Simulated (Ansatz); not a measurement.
# NaF2: the cost of one run

Computed with Ansatz 0.2.0 (DFT PBE, scalar-relativistic, plane waves, PAW, unless a step's input says otherwise).

The COD entry's cell or inner coordinates are ideal or old and differ from later refinements, so a difference from it is no clean test against experiment.

4 further runs of the same task are left out: 1 that didn't finish, 3 set aside as unsound or not needed.

**1. Starting point**

It takes space group P6_3mc (No. 186, hexagonal). The conventional cell has a = 3.194 Å, b = 3.194 Å, c = 10.069 Å, α = 90.00°, β = 90.00°, γ = 120.00°. Around Na (site symmetry 3m) lie 6 F at 2.23 Å. F (site symmetry 3m) has 3 Na at 2.23 Å as nearest neighbours.

Coordinates:

```
CELL_PARAMETERS angstrom
3.19447 0.00000 0.00000
-1.59724 2.76649 0.00000
0.00000 0.00000 10.06920
ATOMIC_POSITIONS crystal
Na 0.33333 0.66667 0.37500
Na 0.66667 0.33333 0.87500
F 0.33333 0.66667 0.00000
F 0.66667 0.33333 0.50000
F 0.00000 0.00000 0.25000
F 0.00000 0.00000 0.75000
```

This is candidate A: CdBr2 type (P6_3mc, No. 186).

(A quick probe on a coarse mesh, which set the mesh and smearing, is not shown.)

**3. The relaxation (candidate A)**

input.yaml

```yaml
crystal:
  lattice:
    - [3.1944709212, 0.0, 0.0]
    - [-1.5972354606, 2.7664929694, 0.0]
    - [0.0, 0.0, 10.0691981485]
  atoms:
    - { symbol: Na, position: [0.3333333333, 0.6666666667, 0.375] }
    - { symbol: Na, position: [0.6666666667, 0.3333333333, 0.875] }
    - { symbol: F, position: [0.3333333333, 0.6666666667, 0.0], spin: 0.53 }
    - { symbol: F, position: [0.6666666667, 0.3333333333, 0.5], spin: 0.53 }
    - { symbol: F, position: [0.0, 0.0, 0.25], spin: 0.53 }
    - { symbol: F, position: [0.0, 0.0, 0.75], spin: 0.53 }
basis:
  ecutwfc: 420
kpoints:
  mp_grid: { grid: [12, 12, 4] }
hamiltonian:
  xc: pbe
scf:
  occupations: { method: gaussian, width: 0.1 }
output:
  forces: true
  stress: true
  eigenvalues: true
  populations: true
magnetization:
  spin_polarized: true
relax:
  adjacent_minimum: "off"
  f_tol: 0.01
  max_steps: 80
  cell: { stress_tol: 0.05 }
```

Run with:

```sh
$ ansatz run input.yaml --threads 1 --pin off --max-ram 2560MiB --backend cpu --events-out ev --progress --plain --runs-dir out
```

What time and memory should one allow on 1 thread of Arm Neoverse V1, shared host?

About 15 min, with a peak of 0.53 GiB.
